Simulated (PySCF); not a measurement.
# C₃H₁₀BNSi₂: electronic excitations

What electronic excitations should C₃H₁₀BNSi₂ (`CB(C#C[SiH3])N[SiH3]`) show?

Computed with PySCF 2.14.0, with density-fitted response routines of our own, on a single molecule in the gas phase. Atoms count from 0, in the outputs and in this text.

## 1. The starting structure

17 atoms, charge 0, multiplicity 1; geometry from: GFN2-xTB.

Bonds of the start (Å): C0–B1 1.58, B1–C2 1.52, C2–C3 1.21, C3–Si4 1.84, B1–N5 1.41, N5–Si6 1.74, C0–H7 1.09, C0–H8 1.09, C0–H9 1.09, Si4–H10 1.47, Si4–H11 1.47, Si4–H12 1.47, N5–H13 1.01, Si6–H14 1.47, Si6–H15 1.47, Si6–H16 1.46.

## 2. Excited states and response: wB97X-D/def2-SVPD

What the job is given:

```
{"job": {"kind": "uv", "xc": "wB97X-D", "basis": "def2-SVPD", "nstates": 8, "ntriplets": 3}, "charge": 0, "multiplicity": 1}
C     -1.028405     1.764025    -0.115819
B     -0.464888     0.284037    -0.061498
C      1.032085     0.040555     0.057379
C      2.224052    -0.164769     0.153532
Si     4.039332    -0.454264     0.305127
N     -1.328018    -0.825337    -0.095073
Si    -3.063747    -0.900081    -0.209238
H     -1.128171     2.159018     0.894976
H     -0.361701     2.439337    -0.647765
H     -2.010250     1.817601    -0.579988
H      4.358807    -0.642162     1.724709
H      4.757532     0.706862    -0.230300
H      4.390634    -1.659697    -0.454883
H     -0.872846    -1.725234    -0.037669
H     -3.664620    -0.123751     0.878432
H     -3.501225    -0.380657    -1.509263
H     -3.385570    -2.323453    -0.082570
```

With the program's defaults for keys left out, this is: TDDFT wB97X-D/def2-SVPD, vertical, gas phase, core orbitals frozen in the response.

Started as:

```bash
OMP_NUM_THREADS=1 python probes_run.py task.json out
```

The driver reads the jobs from task.json and runs them one after another.

The program printed:

```text
coarse grid: 14856 points
cycle   1  E = -778.3895097305  dE =  5.299e-01  |g| = 4.552e-01  |ddm| = 1.009e+01
cycle   2  E = -778.4164150028  dE = -2.691e-02  |g| = 3.710e-01  |ddm| = 1.987e+00
cycle   3  E = -778.4474328490  dE = -3.102e-02  |g| = 7.720e-02  |ddm| = 8.039e-01
cycle   4  E = -778.4486683099  dE = -1.235e-03  |g| = 3.945e-02  |ddm| = 2.033e-01
cycle   5  E = -778.4490529531  dE = -3.846e-04  |g| = 1.160e-02  |ddm| = 1.159e-01
cycle   6  E = -778.4490860533  dE = -3.310e-05  |g| = 2.331e-03  |ddm| = 2.674e-02
cycle   7  E = -778.4490880823  dE = -2.029e-06  |g| = 4.470e-04  |ddm| = 1.101e-02
final grid: 133400 points
cycle   8  E = -778.5535774364  dE = -8.550e-05  |g| = 6.307e-03  |ddm| = 2.390e-01
cycle   9  E = -778.5535773940  dE =  4.238e-08  |g| = 6.559e-03  |ddm| = 3.018e-02
cycle  10  E = -778.5535865060  dE = -9.112e-06  |g| = 6.123e-04  |ddm| = 1.038e-02
cycle  11  E = -778.5535865863  dE = -8.028e-08  |g| = 4.147e-04  |ddm| = 2.865e-03
cycle  12  E = -778.5535866273  dE = -4.108e-08  |g| = 1.209e-04  |ddm| = 1.138e-03
cycle  13  E = -778.5535866316  dE = -4.235e-09  |g| = 2.640e-05  |ddm| = 3.406e-04
cycle  14  E = -778.5535866319  dE = -3.060e-10  |g| = 8.163e-06  |ddm| = 8.362e-05
converged SCF energy = -778.5535866319

Static polarisability (au): isotropic 114.047, principal 84.705 99.551 157.884

Singlet excitations
state   eV       nm        f      main configurations
  1   5.0254    246.7   0.00013   H-1->L 0.94
  2   5.6712    218.6   0.13792   H->L 0.67, H-1->L+2 0.17
  3   6.3029    196.7   0.00056   H->L+2 0.58, H->L+1 0.12, H-2->L+2 0.12
  4   6.9800    177.6   0.46566   H-2->L 0.53, H->L 0.21, H-1->L+2 0.13
  5   7.1378    173.7   0.00018   H->L+1 0.62, H-2->L+1 0.10
  6   7.1877    172.5   0.00475   H-3->L 0.80
  7   7.4029    167.5   0.03598   H-1->L+1 0.68, H-1->L+3 0.11, H-1->L+5 0.09
  8   7.7347    160.3   0.00906   H-2->L+1 0.34, H->L+3 0.24, H->L+5 0.14

Triplet excitations (Tamm-Dancoff, eV): 4.4493 4.7246 5.3406
```

Run time: 2.1 min. Hardware: 1 thread of Intel Xeon at 2.50GHz, shared host; peak memory 1 GiB.

The orbitals next to the gap, with their largest atomic shares:

```tsv
orbital	eV	atoms
HOMO−3	-11.43	C0 28 %, B1 19 %, N5 11 %
HOMO−2	-10.66	N5 25 %, C2 16 %, C3 12 %
HOMO−1	-9.69	C3 39 %, C2 35 %, Si4 7 %
HOMO	-9.62	C3 26 %, N5 25 %, C2 24 %
LUMO	0.64	C3 22 %, C2 22 %, B1 20 %
LUMO+1	1.56	B1 31 %, Si6 16 %, Si4 9 %
LUMO+2	1.86	C3 21 %, Si4 20 %, C2 19 %
```

With each of the 8 states as a Gaussian band of 0.4 eV half-width at 1/e, the curve within the window shown has maxima at 218 nm (ε 5,600), 177 nm (ε 20,000) L/(mol cm). Beyond the last state computed it falls off for lack of states. The curve at chosen wavelengths:

(nm, ε (L/mol/cm)): (154, 349), (159, 1312), (164, 4216), (169, 10747), (174, 17973), (179, 18817), (184, 12785), (189, 6004), (194, 2266), (199, 1382), (204, 2204), (209, 3779), (214, 5155), (219, 5576), (224, 4908), (229, 3610), (234, 2271), (239, 1247), (244, 610), (249, 271), (254, 111), (259, 43), (264, 16), (269, 6), (274, 2), (279, 1)

Ground-state properties from the same run:

```tsv
property	computed
dipole moment (D)	0.92
polarisability (Å³)	16.90
HOMO–LUMO gap (eV)	10.27
−ε(HOMO) (eV)	9.62
```

## 3. Outcome

```
                                quantity                        value
      lowest singlet (wB97X-D/def2-SVPD)  5.03 eV (247 nm), f = 0.000
brightest single state of those computed  state 4, 6.98 eV, f = 0.466
                          lowest triplet                      4.45 eV
```

**Reading.** The lowest singlet, at 5.03 eV, is HOMO−1→LUMO 0.94 and is dark; of the 8 states computed, the strongest absorption comes from state 4 at 6.98 eV. The lowest triplet lies 0.58 eV below the lowest singlet (triplets in Tamm-Dancoff, singlets in full TDDFT).
